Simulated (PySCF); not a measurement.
# C3H10SSi: runs on many settings, part 2 of 2

PySCF 2.14.0. Atoms count from 0.

## (6) Indirect couplings: PBE0/Sadlej pVTZ

What the job is given:

```
{"job": {"kind": "j", "xc": "PBE0", "basis": "Sadlej pVTZ"}, "charge": 0, "multiplicity": 1}
C     -1.923136     0.497471     0.285409
C     -0.811610    -0.356470     0.879361
C     -0.101032    -1.190747    -0.174649
S      0.712586    -0.194393    -1.477445
Si     2.303641     0.744910    -0.399309
H     -1.521601     1.156649    -0.480798
H     -2.392737     1.103922     1.056079
H     -2.682485    -0.132637    -0.172339
H     -0.084608     0.283828     1.385750
H     -1.229511    -1.040500     1.623576
H      0.662166    -1.825709     0.276041
H     -0.812431    -1.817534    -0.711668
H      1.788929     1.855280     0.398224
H      3.202089     1.195794    -1.445449
H      2.885324    -0.271875     0.471200
```

With the program's defaults for keys left out, this is: PBE0/Sadlej pVTZ indirect spin-spin coupling, non-relativistic, gas phase.

Output:

```text
coarse grid: 12712 points
cycle   1  E = -807.6135004094  dE =  2.005e-01  |g| = 3.428e-01  |ddm| = 1.949e+01
cycle   2  E = -807.6085552108  dE =  4.945e-03  |g| = 3.618e-01  |ddm| = 3.031e+00
cycle   3  E = -807.6447345715  dE = -3.618e-02  |g| = 4.154e-02  |ddm| = 1.387e+00
cycle   4  E = -807.6451197500  dE = -3.852e-04  |g| = 1.864e-02  |ddm| = 1.978e-01
cycle   5  E = -807.6452175208  dE = -9.777e-05  |g| = 5.446e-03  |ddm| = 8.151e-02
cycle   6  E = -807.6452247318  dE = -7.211e-06  |g| = 1.103e-03  |ddm| = 2.611e-02
final grid: 111016 points
cycle   7  E = -807.6535836886  dE = -3.022e-05  |g| = 7.391e-03  |ddm| = 3.876e-01
cycle   8  E = -807.6535758135  dE =  7.875e-06  |g| = 9.006e-03  |ddm| = 8.239e-02
cycle   9  E = -807.6535969210  dE = -2.111e-05  |g| = 7.619e-04  |ddm| = 3.347e-02
cycle  10  E = -807.6535970859  dE = -1.649e-07  |g| = 2.324e-04  |ddm| = 3.369e-03
cycle  11  E = -807.6535971000  dE = -1.408e-08  |g| = 4.270e-05  |ddm| = 1.001e-03
cycle  12  E = -807.6535971005  dE = -5.186e-10  |g| = 1.240e-05  |ddm| = 3.064e-04
converged SCF energy = -807.6535971005

Indirect spin-spin couplings (Hz)
  i      j    bonds     total        FC       PSO       DSO        SD
  0 C    1 C    1     31.566    31.740    -0.366     0.192         -
  0 C    2 C    2     -1.581    -1.434    -0.170     0.023         -
  0 C    3 S    3      0.925     1.022    -0.101     0.004         -
  0 C    5 H    1    115.627   114.129     0.742     0.757         -
  0 C    6 H    1    113.070   111.461     0.939     0.670         -
  0 C    7 H    1    112.142   110.501     0.928     0.713         -
  0 C    8 H    2     -3.738    -3.750     0.146    -0.134         -
  0 C    9 H    2     -3.925    -3.857     0.116    -0.184         -
  0 C   10 H    3      7.489     7.634     0.273    -0.418         -
  0 C   11 H    3      2.857     2.772     0.029     0.057         -
  0 C   12 H    5      0.155     0.091    -0.020     0.083         -
  0 C   13 H    5     -0.153    -0.013     0.085    -0.225         -
  1 C    2 C    1     31.120    31.614    -0.730     0.237         -
  1 C    3 S    2     -0.299    -0.167    -0.135     0.004         -
  1 C    4 Si   3     -1.743    -1.772     0.027    -0.009     0.011
  1 C    5 H    2     -4.968    -5.038     0.157    -0.088         -
  1 C    6 H    2     -3.307    -3.281     0.134    -0.160         -
  1 C    7 H    2     -4.430    -4.426     0.134    -0.138         -
  1 C    8 H    1    114.119   112.539     0.590     0.990         -
  1 C    9 H    1    113.682   112.113     0.658     0.910         -
  1 C   10 H    2     -1.929    -1.882     0.026    -0.073         -
  1 C   11 H    2     -3.532    -3.514     0.054    -0.072         -
  1 C   12 H    4      0.150     0.050    -0.068     0.168         -
  1 C   13 H    4     -0.377    -0.172     0.101    -0.306         -
  1 C   14 H    4      0.379     0.340    -0.012     0.051         -
  2 C    3 S    1    -16.056   -17.559     1.458     0.044         -
  2 C    4 Si   2      1.842     1.549     0.245    -0.000     0.048
  2 C    5 H    3      3.275     3.223    -0.044     0.096         -
  2 C    6 H    3     11.386    11.501     0.270    -0.385         -
  2 C    7 H    3      2.387     2.354    -0.042     0.075         -
  2 C    8 H    2     -5.346    -5.311    -0.039     0.004         -
  2 C    9 H    2     -1.001    -1.069     0.105    -0.037         -
  2 C   10 H    1    126.624   125.401     0.219     1.004         -
  2 C   11 H    1    126.802   125.587     0.210     1.005         -
  2 C   12 H    3     -0.230    -0.167     0.007    -0.071         -
  2 C   13 H    3      5.494     5.816     0.073    -0.395         -
  2 C   14 H    3      3.294     3.219    -0.082     0.157         -
  3 S    4 Si   1     25.689    24.264     3.126    -0.014    -1.686
  3 S    6 H    4      0.262     0.304     0.031    -0.072         -
  3 S    8 H    3      1.196     1.009     0.176     0.010         -
  3 S    9 H    3      1.812     1.970    -0.049    -0.109         -
  3 S   10 H    2      0.122    -0.022     0.167    -0.022         -
  3 S   11 H    2      6.533     6.153     0.392    -0.012         -
  3 S   12 H    2      1.540     1.602    -0.002    -0.060         -
  3 S   13 H    2      8.960     9.018    -0.020    -0.038         -
  3 S   14 H    2      0.654     0.745    -0.039    -0.052         -
  4 Si  10 H    3     -3.389    -3.428     0.038    -0.062     0.064
  4 Si  11 H    3     -8.576    -8.706    -0.158     0.312    -0.024
  4 Si  12 H    1   -195.545  -196.381     0.861    -0.244     0.220
  4 Si  13 H    1   -200.801  -201.810     1.012    -0.227     0.224
  4 Si  14 H    1   -193.547  -194.341     0.810    -0.249     0.233
  5 H    6 H    2    -13.351   -12.972     2.081    -2.459         -
  5 H    7 H    2    -13.236   -12.926     1.977    -2.287         -
  5 H    8 H    3      2.946     2.830     0.344    -0.228         -
  5 H    9 H    3     10.965    11.706     1.981    -2.722         -
  5 H   10 H    4     -0.903    -0.440     1.142    -1.604         -
  5 H   11 H    4     -0.198    -0.221     0.314    -0.290         -
  5 H   12 H    6      0.474     0.011    -0.569     1.032         -
  5 H   13 H    6     -0.455    -0.008     0.058    -0.504         -
  5 H   14 H    6     -0.460    -0.024     0.277    -0.713         -
  6 H    7 H    2    -13.240   -12.805     2.162    -2.596         -
  6 H    8 H    3      3.099     3.018     0.318    -0.238         -
  6 H    9 H    3      2.500     2.569     0.469    -0.538         -
  6 H   10 H    4      1.161     1.540     1.266    -1.646         -
  6 H   11 H    4     -0.561    -0.242     1.151    -1.470         -
  6 H   12 H    6      0.187    -0.011     0.021     0.177         -
  6 H   13 H    6     -0.469    -0.014     0.436    -0.892         -
  6 H   14 H    6     -0.186     0.052     0.446    -0.685         -
  7 H    8 H    3     10.933    11.660     1.965    -2.693         -
  7 H    9 H    3      3.436     3.449     0.382    -0.395         -
  7 H   10 H    4     -0.529    -0.185     1.066    -1.410         -
  7 H   11 H    4      0.262    -0.280    -0.900     1.442         -
  7 H   13 H    6     -0.447     0.050     0.503    -1.000         -
  7 H   14 H    6     -0.269     0.058     0.589    -0.916         -
  8 H    9 H    2    -13.500   -13.262     1.684    -1.923         -
  8 H   10 H    3      3.018     2.799     0.272    -0.053         -
  8 H   11 H    3     10.856    11.577     1.873    -2.594         -
  8 H   12 H    5      0.797    -0.161    -1.310     2.268         -
  8 H   13 H    5     -1.121    -0.166     0.196    -1.150         -
  8 H   14 H    5      0.488     0.059    -0.641     1.070         -
  9 H   10 H    3      2.743     2.556     0.249    -0.062         -
  9 H   11 H    3      2.609     2.512     0.397    -0.300         -
  9 H   12 H    5     -0.204    -0.133     0.504    -0.576         -
  9 H   13 H    5     -0.704    -0.021     0.638    -1.321         -
 10 H   11 H    2    -13.092   -12.984     1.766    -1.873         -
 10 H   12 H    4     -0.303     0.076     0.252    -0.632         -
 10 H   13 H    4     -0.975    -0.112     0.351    -1.214         -
 10 H   14 H    4      1.103     0.203    -0.965     1.866         -
 11 H   12 H    4     -0.451     0.141     0.794    -1.386         -
 11 H   13 H    4      0.182     1.031     0.705    -1.555         -
 11 H   14 H    4     -0.475    -0.142     0.677    -1.010         -
 12 H   13 H    2      2.107     3.687     0.654    -2.234         -
 12 H   14 H    2      5.204     6.626     0.563    -1.984         -
 13 H   14 H    2     -2.003    -0.321     0.668    -2.350         -
```

Wall time 96 s (1 thread, shared host).

The basis is not made for couplings: without tight functions at the nuclei these values are rough.

A choice of the couplings up to four bonds, sorted by the number of bonds, with means over like pairs; isotopes 13C, 1H, 33S, 29Si:

| pair | bonds | J (Hz) | Fermi contact (Hz) | dihedral (°) |
| --- | --- | --- | --- | --- |
| Si4–H12 | 1 | -196.6 | -197.5 | – |
| C2–H10 | 1 | 126.7 | 125.5 | – |
| C1–H8 | 1 | 113.9 | 112.3 | – |
| C0–H5 | 1 | 113.6 | 112.0 | – |
| C0–C1 | 1 | 31.6 | 31.7 | – |
| C1–C2 | 1 | 31.1 | 31.6 | – |
| S3–Si4 | 1 | 25.7 | 24.3 | – |
| C2–S3 | 1 | -16.1 | -17.6 | – |
| H8–H9 | 2 | -13.5 | -13.3 | – |
| H5–H6 | 2 | -13.3 | -12.9 | – |
| H10–H11 | 2 | -13.1 | -13.0 | – |
| C1–H5 | 2 | -4.2 | -4.2 | – |
| C0–H8 | 2 | -3.8 | -3.8 | – |
| S3–H12 | 2 | 3.7 | 3.8 | – |
| S3–H10 | 2 | 3.3 | 3.1 | – |
| C2–H8 | 2 | -3.2 | -3.2 | – |
| C1–H10 | 2 | -2.7 | -2.7 | – |
| H8–H11 | 3 | 6.8 | 7.1 | – |
| Si4–H10 | 3 | -6.0 | -6.1 | – |
| C2–H5 | 3 | 5.7 | 5.7 | – |
| H5–H8 | 3 | 5.6 | 5.9 | – |
| C0–H10 | 3 | 5.2 | 5.2 | – |
| C2–H12 | 3 | 2.9 | 3.0 | – |
| H8–H10 | 3 | 2.8 | 2.7 | 60 |
| C1–Si4 | 3 | -1.7 | -1.8 | 69 |
| S3–H8 | 3 | 1.5 | 1.5 | – |

Where two rows join the same classes of atoms, they are the two kinds of pair (J and J′ of an AA′XX′ pattern), each a mean over its own pairs alone.

The spin-dipole term was solved for some atoms only; pairs without it lack that part.

The response was solved for the nuclei of C, H, Si alone, so couplings that need other nuclei can be missing.

Quadrupole couplings from the field gradients of the same density:

| atom | isotope | eQq/h (MHz) | η |
| --- | --- | --- | --- |
| S3 | 33S | 33.1 | 0.84 |

Shifts (PBE0/pcSseg-1, scaled to CDCl3 for protons on carbon, raw for the others) and these couplings together give the proton spectrum at 400 MHz below.

¹H NMR δ 4.53 (s, 3H), 2.59 (t, J = 5.5 Hz, 2H), 1.54 (sext, J = 5.6 Hz, 2H), 1.25 (t, J = 5.6 Hz, 3H). The letters are first-order; like nuclei with unlike couplings give more lines.

## (7) Comparing the runs: NMR shifts

Shifts (ppm) of some atoms, chosen among heavy atoms and hydrogens apart, means over like atoms, with basis size and wall time:

| run | C2 | C1 | C0 | H10 | H8 | H5 | Si4 | functions | time |
| --- | --- | --- | --- | --- | --- | --- | --- | --- | --- |
| PBE0/pcSseg-1 | 39.5 | 26.6 | 13.0 | 2.64 | 1.52 | 1.21 | -56.1 | 149 | 63 s |
| B97-2/def2-SVP | 36.9 | 24.6 | 12.6 | 2.48 | 1.42 | 1.09 | -54.1 | 128 | 39 s |

## (8) Outcome

What follows sums up all 2 parts.

| quantity | value |
| --- | --- |
| ¹³C shifts against TMS (PBE0/pcSseg-1) | 39.5, 26.6, 13.0 ppm |
| ¹H shifts against TMS (PBE0/pcSseg-1, means over atoms taken as alike) | 4.53, 2.64, 1.52, 1.21 ppm |
| ³³S shifts against CS2 (PBE0/pcSseg-1) | -201 ppm |
| ²⁹Si shifts against TMS (PBE0/pcSseg-1) | -56.1 ppm |
| surface potential, 1st and 99th percentile | -1.04 V and 1.22 V |
| lowest singlet (PBE0/def2-SVPD) | 5.58 eV (222 nm), f = 0.011 |
| brightest single state of those computed | state 6, 6.99 eV, f = 0.018 |
| lowest triplet | 5.25 eV |
| largest coupling of the table (PBE0/Sadlej pVTZ) | ¹J(Si,H) Si4–H12, -196.6 Hz |
| range of the shift of C2 | 36.9 to 39.5 ppm |
| property runs in this session | 5, of which 1 failed and 0 gave unsound results |

**Reading.** Single values in the summary come from the first run of each kind that ended normally (PBE0/pcSseg-1; PBE0/def2-SVPD; PBE0/Sadlej pVTZ), which need not be the best level. At PBE0/pcSseg-1: The widest tensor belongs to S3: span 342 ppm, with a paramagnetic part of -354 ppm. The first singlet state (HOMO→LUMO 0.85, HOMO→LUMO+1 0.12) lies at 5.58 eV and is weak; of the 6 states computed, the strongest absorption comes from state 6 at 6.99 eV (the last computed, so partners may be missing). The lowest triplet lies 0.33 eV below the lowest singlet (triplets in Tamm-Dancoff, singlets in full TDDFT). States above −ε(HOMO) lie where TDDFT describes them poorly and they hang on the basis; the brightest is among them. Of the pairs tabulated at PBE0/Sadlej pVTZ, Si4–H12 (mean over like pairs) couples most strongly (-196.6 Hz; Fermi contact -197.5 Hz). Couplings across rotatable bonds belong to this one conformer; where others are populated, the observed values are averages, and the simulated multiplets take (2 J gauche + J anti)/3 across rotating chain bonds. Among the atoms with a shift in every run: Across the 2 runs the shift of C2 moves most, between 36.9 (B97-2/def2-SVP) and 39.5 ppm (PBE0/pcSseg-1). Couplings from bases without tight functions are rough.
